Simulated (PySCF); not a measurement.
# CoOF2: quartet, from a T-shaped (ligand arrangement 1) start

Where does quartet CoOF2 go from a T-shaped (ligand arrangement 1) start, is the end point a minimum, and what are its modes, charges and moments?

Method: PBE0, basis Co def2-TZVP, O def2-TZVP, F def2-TZVP, no relativity, density fitting; program: PySCF 2.14.0.

**1. Where the work starts**

4 atoms, charge 0, spin multiplicity 4.

Bond lengths: Co1–O2 1.600 Å, Co1–F3 1.750 Å, Co1–F4 1.750 Å. Angles: O2–Co1–F3 88.0°, O2–Co1–F4 176.0°, F3–Co1–F4 88.0°.

Z-matrix (Å, degrees; charge 0 multiplicity 4):
```
Co
O  1 1.6000
F  1 1.7500 2 88.00
F  1 1.7500 3 88.00 2 180.00
```

**2. Finding the electronic state**

The steps below are one call of a driver around PySCF. For each, scf.py gives the equivalent set-up of the SCF; relaxations use the driver's own optimiser. After this first run the driver tries any further starts and a stability analysis.

The input, scf.py:

```python
from pyscf import gto, scf, dft
mol = gto.M(atom='''
Co     0.000000     0.000000     0.000000
O     -1.599000     0.000000     0.055800
F      0.000000     0.000000     1.750000
F      1.748900     0.000000     0.061100''',
    basis={'Co': 'def2-TZVP', 'O': 'def2-TZVP', 'F': 'def2-TZVP'},
    charge=0, spin=3)
mf = dft.UKS(mol, xc='PBE0')
mf.grids.atom_grid = (50, 194)
aux = {'Co': 'def2-universal-JKFIT', 'O': 'def2-universal-JKFIT', 'F': 'def2-universal-JKFIT'}
mf = mf.density_fit(auxbasis=aux)
mf.conv_tol = 1e-08
mf.diis_space = 10
mf.max_cycle = 60
mf.init_guess = 'minao'
mf.verbose = 4
mf.kernel()
```

Command:

```
$ OMP_NUM_THREADS=4 python axn.py task.json out
```

After this run come: T-shaped (ligand arrangement 1) start, quartet: relaxation; Is it a minimum? Harmonic modes.

**Question.** What will these runs give? Wanted: minimum; geometry; wavenumbers; dipole moment; highest occupied, lowest empty level; polar-tensor charge of Co1; zero-point energy; atomisation energy; ⟨S²⟩.

**Answer**, as computed:

| quantity | value |
| --- | --- |
| minimum | quartet, Cs |
| geometry | Co–F 1.716 Å, Co–F 1.728 Å, Co–O 1.579 Å; F–Co–F 110.7°, F–Co–O 106.3°, F–Co–O 143.0° |
| wavenumbers (cm⁻¹) | 136 (a'), 232 (a''), 237 (a'), 675 (a'), 707 (a'), 923 (a') |
| dipole moment | 1.45 D |
| highest occupied, lowest empty level (either spin) | -10.23, -6.04 eV |
| polar-tensor charge of Co1 | +1.52 e |
| zero-point energy | 17.4 kJ/mol |
| entropy at 298.15 K | 315.1 J/(mol K) |
| atomisation energy (no zero-point energy) | 1060 kJ/mol |
| ⟨S²⟩ | 3.800 |

The T-shaped (ligand arrangement 1) start keeps its Cs symmetry and ends in a minimum. In the infrared the band at 707 cm⁻¹ (a', stretch) leads. Most of the spin sits on Co1 (Mulliken spin 2.18, against 3 for the whole molecule). The first SCF alone would have been 1 kJ/mol too high. Only this shape and spin were tried, so other structures or states may lie lower. One determinant may miss the lowest occupation of an open d or f shell.
